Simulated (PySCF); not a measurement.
# GaP+: bond curves at several levels of theory

One table from this session's results is given with a row withheld; the runs are named, their logs left out.

Computed with PySCF 2.14.0. Level: Ga cc-pVDZ-PP with ECP10, P cc-pV(D+d)Z, scalar-relativistic core potentials.

Set-up of the first run:

The job is set up so:

```yaml
atoms: Ga, P
charge: 1
basis: Ga cc-pVDZ-PP with ECP10, P cc-pV(D+d)Z
Hamiltonian: scalar-relativistic core potentials
basis_functions: 46
electrons_treated: 35
masses_in_u: 68.9256, 30.9738
levels: PBE0, PBE, r²SCAN, BLYP, PBEsol, B2PLYP, LC-ωPBE, HF, MP2, SCS-MP2, CCSD, CCSD(T)
grid: 80 radial by 434 angular points
occupations: held fixed by the projection of orbital angular momentum
dissociation_limit: Ga+ + P, each in its ground configuration
starting_distance_in_angstrom: 2.370
values_of_2S_to_try: 1, 3
```

Run with:

```sh
OMP_NUM_THREADS=1 python dia.py task.json out
```

Among the steps run: Set-up; First curve: PBE0; Higher solutions at PBE0; PBE (GGA); r²SCAN; BLYP (GGA); PBEsol (GGA); B2PLYP; LC-ωPBE (range-separated hybrid); UHF (mean field); Adding correlation.

One table of the session follows, with a row left open; its other results are not shown here.

It belongs to the step «The curves together». Energy (eV) from each level's lowest point:

| R (Å) | UHF | UHF-MP2 | UHF-SCS-MP2 | UHF-CCSD | UHF-CCSD(T) |
| --- | --- | --- | --- | --- | --- |
| 2.325 | 0.547 | 0.353 | 0.405 | n/a | n/a |
| 2.434 | 0.366 | 0.198 | 0.239 | 0.225 | 0.194 |
| 2.542 | 0.238 | 0.103 | 0.134 | 0.119 | 0.096 |
| 2.623 | 0.168 | 0.057 | 0.082 | 0.068 | 0.051 |
| 2.704 | 0.115 | 0.027 | 0.046 | 0.034 | 0.023 |
| 2.785 | 0.075 | 0.010 | 0.022 | 0.013 | 0.007 |
| 2.893 | ? | ? | ? | ? | ? |
| 3.029 | 0.012 | 0.003 | 0.000 | 0.000 | 0.007 |
| 3.191 | 0.000 | 0.021 | 0.009 | 0.015 | 0.028 |
| 3.407 | 0.002 | 0.056 | 0.035 | n/a | n/a |

Q: Estimate the row for R (Å) = 2.893 from the others.

Worked estimate for «UHF». A straight line through the neighbours (2.785, 0.075) and (3.029, 0.012) gives 0.075 + (0.012 − 0.075) × (2.893 − 2.785) / (3.029 − 2.785) = 0.047; a parabola fitted to 4 rows on both sides gives 0.040.

**Answer.** UHF: 0.039; UHF-MP2: 0.000; UHF-SCS-MP2: 0.005; UHF-CCSD: 0.000; UHF-CCSD(T): 0.000. In «UHF» the line misses by +0.008 and the parabola by +0.001.
